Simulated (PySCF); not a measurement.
**One shape, several levels: CH8OSSi2 (SMILES CO[SiH2]S[SiH3])**

Aim: a comparison of 3 runs (HF/def2-SVP, B3LYP/6-31G*, r2SCAN/aug-cc-pVDZ) of CH8OSSi2. Input form: a Python script.

Program for the calculation: PySCF 2.14.0.

## (1) Starting point

The species is CH8OSSi2 (13 atoms), meant as a singlet with charge 0. As SMILES, `CO[SiH2]S[SiH3]`. Geometry: relaxed at PBE0-D4/def2-TZVP. This is one conformer, not always the lowest.

Bond lengths: C1–O2 1.410 Å, O2–Si3 1.633 Å, Si3–S4 2.139 Å, S4–Si5 2.136 Å, C1–H6 1.095 Å, C1–H7 1.096 Å, C1–H8 1.091 Å, Si3–H9 1.490 Å, Si3–H10 1.477 Å, Si5–H11 1.483 Å, Si5–H12 1.486 Å, Si5–H13 1.484 Å. Some angles: C1–O2–Si3 123.9°, O2–Si3–S4 112.6°, Si3–S4–Si5 97.7°, O2–C1–H6 111.1°, O2–C1–H7 111.4°, O2–C1–H8 108.1°, O2–Si3–H9 110.6°, O2–Si3–H10 105.7°, S4–Si3–H9 107.1°, S4–Si3–H10 108.6°.

## (2) Energy and gradient at HF/def2-SVP (run 1)

run.py

```python
import pyscf.grad
from pyscf import gto

mol = gto.M(
    atom=[
    ('C', (-1.821000, 0.943600, 0.393600)),
    ('O', (-0.679600, 1.770200, 0.336900)),
    ('Si', (0.847200, 1.208300, 0.196500)),
    ('S', (1.133400, 0.036200, -1.569300)),
    ('Si', (1.029900, -1.891700, -0.654600)),
    ('H', (-1.937800, 0.369300, -0.531000)),
    ('H', (-1.768100, 0.246000, 1.237300)),
    ('H', (-2.695200, 1.582600, 0.523500)),
    ('H', (1.196100, 0.342600, 1.357400)),
    ('H', (1.707800, 2.405100, 0.112100)),
    ('H', (1.012500, -2.876800, -1.763300)),
    ('H', (-0.207700, -2.031300, 0.155800)),
    ('H', (2.203100, -2.138800, 0.219800)),
],
    verbose=4,
    basis='def2-svp',
    max_memory=1860,
)

calc0 = mol.RHF()
calc0.conv_tol = 1e-10
calc0.kernel()
if not calc0.converged:
    calc0 = calc0.newton().run(calc0.mo_coeff, calc0.mo_occ)

etot = calc0.e_tot
print('E = %.10f Eh' % etot)
grad = calc0.Gradients().kernel()
calc0.analyze()
```

Command:

```
$ OMP_NUM_THREADS=1 python run.py
```

Standard output:

```text
PySCF version 2.14.0

[... 89 lines left out ...]
MO #1   energy= -91.9035800808339  occ= 2
[... 10 lines left out ...]
MO #12  energy= -4.28363367268246  occ= 2
[... 10 lines left out ...]
MO #23  energy= -0.644987048544051 occ= 2
[... 10 lines left out ...]
MO #34  energy= 0.139284113027212  occ= 0
[... 10 lines left out ...]
MO #45  energy= 0.326829808389777  occ= 0
[... 10 lines left out ...]
MO #56  energy= 0.632041409519876  occ= 0
[... 10 lines left out ...]
MO #67  energy= 0.860619471476115  occ= 0
[... 10 lines left out ...]
MO #78  energy= 1.14588135745238   occ= 0
[... 10 lines left out ...]
MO #89  energy= 1.62538475946361   occ= 0
[... 10 lines left out ...]
MO #100 energy= 1.98936130153945   occ= 0
[... 10 lines left out ...]
MO #111 energy= 2.50083713826435   occ= 0
[... 10 lines left out ...]
MO #122 energy= 3.73400638903844   occ= 0
[... 99 lines left out ...]
pop of  8 H 1s            1.15891
pop of  8 H 2s            0.00347
pop of  8 H 2px           0.00035
pop of  8 H 2py           0.00155
pop of  8 H 2pz           0.00354
pop of  9 H 1s            1.12528
pop of  9 H 2s            0.00349
pop of  9 H 2px           0.00165
pop of  9 H 2py           0.00370
pop of  9 H 2pz           0.00012
pop of  10 H 1s           1.11516
pop of  10 H 2s           0.00283
pop of  10 H 2px          0.00004
pop of  10 H 2py          0.00207
pop of  10 H 2pz          0.00276
pop of  11 H 1s           1.13494
pop of  11 H 2s           0.00272
pop of  11 H 2px          0.00343
pop of  11 H 2py          0.00015
pop of  11 H 2pz          0.00145
pop of  12 H 1s           1.12731
pop of  12 H 2s           0.00309
pop of  12 H 2px          0.00324
pop of  12 H 2py          0.00021
pop of  12 H 2pz          0.00171
 ** Mulliken atomic charges  **
charge of    0C =      0.01120
charge of    1O =     -0.68187
charge of    2Si =      0.97128
charge of    3S =     -0.46650
charge of    4Si =      0.62055
charge of    5H =      0.07935
charge of    6H =      0.07266
charge of    7H =      0.09649
charge of    8H =     -0.16783
charge of    9H =     -0.13424
charge of   10H =     -0.12287
charge of   11H =     -0.14267
charge of   12H =     -0.13556
Dipole moment(X, Y, Z, Debye): -0.85609, -1.40733,  1.24292
```

It took 29 s on 1 thread of Intel Xeon at 2.70GHz, shared host; peak memory 0.33 GiB.

## (3) Energy and gradient at B3LYP/6-31G(d) (Cartesian functions) (run 2)

job.py

```python
from pyscf import gto, dft

mol = gto.M(
    atom='''
C     -3.441191     1.783146     0.743796
O     -1.284258     3.345193     0.636649
Si     1.600976     2.283356     0.371331
S      2.141816     0.068408    -2.965547
Si     1.946229    -3.574795    -1.237015
H     -3.661911     0.697876    -1.003445
H     -3.341225     0.464873     2.338158
H     -5.093190     2.990681     0.989272
H      2.260301     0.647420     2.565114
H      3.227274     4.544980     0.211838
H      1.913348    -5.436364    -3.332154
H     -0.392496    -3.838601     0.294419
H      4.163256    -4.041746     0.415362
''',
    cart=True,
    verbose=4,
    unit='bohr',
    spin=0,
    basis='6-31g*',
    max_memory=1860,
)

ks = dft.RKS(mol)
ks.xc = 'b3lyp'
ks.conv_tol = 1e-10
ks.grids.level = 5
ks.kernel()
if not ks.converged:
    ks = ks.newton().run(ks.mo_coeff, ks.mo_occ)

etot = ks.e_tot
print('E = %.10f Eh' % etot)
grad = ks.nuc_grad_method().kernel()
dip = ks.dip_moment()
pop, q = ks.mulliken_pop()
```

Command:

```
$ OMP_NUM_THREADS=1 python job.py
```

Standard output:

```text
PySCF version 2.14.0

[... 84 lines left out ...]
converged SCF energy = -1095.39220248911
[... 13 lines left out ...]
Dipole moment(X, Y, Z, Debye): -0.92861, -1.23674,  1.33493
[... 78 lines left out ...]
pop of  4 Si 3pz          0.66544
pop of  4 Si 4px          0.14947
pop of  4 Si 4py          0.07483
pop of  4 Si 4pz          0.13678
pop of  4 Si 3dxx         0.01964
pop of  4 Si 3dxy         0.01738
pop of  4 Si 3dxz         0.05418
pop of  4 Si 3dyy         0.01536
pop of  4 Si 3dyz         0.04963
pop of  4 Si 3dzz         0.00447
pop of  5  H 1s           0.53220
pop of  5  H 2s           0.30533
pop of  6  H 1s           0.53390
pop of  6  H 2s           0.31815
pop of  7  H 1s           0.53353
pop of  7  H 2s           0.30007
pop of  8  H 1s           0.51513
pop of  8  H 2s           0.57551
pop of  9  H 1s           0.51413
pop of  9  H 2s           0.54365
pop of  10  H 1s          0.51112
pop of  10  H 2s          0.53503
pop of  11  H 1s          0.51265
pop of  11  H 2s          0.54959
pop of  12  H 1s          0.51185
pop of  12  H 2s          0.53486
 ** Mulliken atomic charges  **
charge of    0C =     -0.21152
charge of    1O =     -0.51460
charge of    2Si =      0.61617
charge of    3S =     -0.35781
charge of    4Si =      0.29447
charge of    5H =      0.16247
charge of    6H =      0.14795
charge of    7H =      0.16639
charge of    8H =     -0.09064
charge of    9H =     -0.05777
charge of   10H =     -0.04616
charge of   11H =     -0.06224
charge of   12H =     -0.04671
```

Run time: 80 s. Hardware: 1 thread of Intel Xeon at 2.70GHz, shared host; peak memory 1 GiB.

## (4) Energy and forces at r2SCAN/aug-cc-pVDZ (run 3)

input.py

```python
from pyscf import gto, dft

molecule = gto.M(
    atom='''
C     -3.441191     1.783146     0.743796
O     -1.284258     3.345193     0.636649
Si     1.600976     2.283356     0.371331
S      2.141816     0.068408    -2.965547
Si     1.946229    -3.574795    -1.237015
H     -3.661911     0.697876    -1.003445
H     -3.341225     0.464873     2.338158
H     -5.093190     2.990681     0.989272
H      2.260301     0.647420     2.565114
H      3.227274     4.544980     0.211838
H      1.913348    -5.436364    -3.332154
H     -0.392496    -3.838601     0.294419
H      4.163256    -4.041746     0.415362
''',
    unit='bohr',
    verbose=4,
    basis='aug-cc-pvdz',
    max_memory=1860,
    spin=0,
)

mf = dft.RKS(molecule, xc='r2scan')
mf.grids.level = 5
mf.conv_tol = 1e-10
mf.kernel()
if not mf.converged:
    mf = mf.newton().run(mf.mo_coeff, mf.mo_occ)

e_final = mf.e_tot
print('E(%s) = %.9f' % ('R2SCAN', e_final))
grad = mf.nuc_grad_method().kernel()
dip = mf.dip_moment()
pop, q = mf.mulliken_pop()
```

Command:

```
$ OMP_NUM_THREADS=1 python input.py
```

Standard output:

```text
PySCF version 2.14.0

[... 86 lines left out ...]
converged SCF energy = -1095.25403603978
[... 13 lines left out ...]
Dipole moment(X, Y, Z, Debye): -0.80349, -0.98457,  0.94716
[... 174 lines left out ...]
pop of  10 H 2s           0.04299
pop of  10 H 3s           0.02020
pop of  10 H 2px          0.00128
pop of  10 H 2py          0.00483
pop of  10 H 2pz          0.00585
pop of  10 H 3px          0.01163
pop of  10 H 3py          0.01910
pop of  10 H 3pz         -0.01213
pop of  11 H 1s           0.74120
pop of  11 H 2s          -0.09169
pop of  11 H 3s           0.01188
pop of  11 H 2px          0.00699
pop of  11 H 2py          0.00133
pop of  11 H 2pz          0.00379
pop of  11 H 3px         -0.01527
pop of  11 H 3py         -0.00030
pop of  11 H 3pz          0.01031
pop of  12 H 1s           0.73981
pop of  12 H 2s          -0.09258
pop of  12 H 3s           0.01051
pop of  12 H 2px          0.00650
pop of  12 H 2py          0.00146
pop of  12 H 2pz          0.00420
pop of  12 H 3px         -0.01427
pop of  12 H 3py          0.00449
pop of  12 H 3pz          0.00702
 ** Mulliken atomic charges  **
charge of    0C =      1.09317
charge of    1O =     -0.94511
charge of    2Si =      0.41242
charge of    3S =     -0.64676
charge of    4Si =     -0.56793
charge of    5H =     -0.18162
charge of    6H =     -0.21504
charge of    7H =     -0.34016
charge of    8H =      0.29536
charge of    9H =      0.26002
charge of   10H =      0.17105
charge of   11H =      0.33174
charge of   12H =      0.33286
```

Run time: 4.2 min. Hardware: 1 thread of Intel Xeon at 2.70GHz, shared host; peak memory 3.1 GiB.

## (5) Overview of the runs

```
run                               level  Cartesian functions  integration grid   energy (Eh)  dipole moment (D)  HOMO energy (eV)  LUMO energy (eV)  wall time
  1                         HF/def2-SVP                   no                 –  -1092.466826               2.06            -10.39              3.79       29 s
  2  B3LYP/6-31G* (Cartesian functions)                  yes                 5  -1095.392202               2.04             -7.22             -0.10       80 s
  3                  r2SCAN/aug-cc-pVDZ                   no                 5  -1095.254036               1.58             -6.68             -0.65    4.2 min
```

## (6) Results

| quantity | value |
| --- | --- |
| run 3: total energy | -1095.25404 Eh |
| run 3: dipole moment | 1.58 D |
| run 3: HOMO energy | -6.68 eV |
| run 3: LUMO energy | -0.65 eV |
| run 3: HOMO–LUMO gap | 6.03 eV |
| run 3: largest force on an atom | 1.318 eV/Å |

The dipole moment (its size) runs from 1.58 D (r2SCAN/aug-cc-pVDZ) to 2.06 D (HF/def2-SVP). The two ends differ in method and basis. The HOMO–LUMO gap runs from 6.03 eV (r2SCAN/aug-cc-pVDZ) to 14.18 eV (HF/def2-SVP). Totals of different functionals can't be ranked against each other. All runs together took 6 min, the longest 4.2 min.
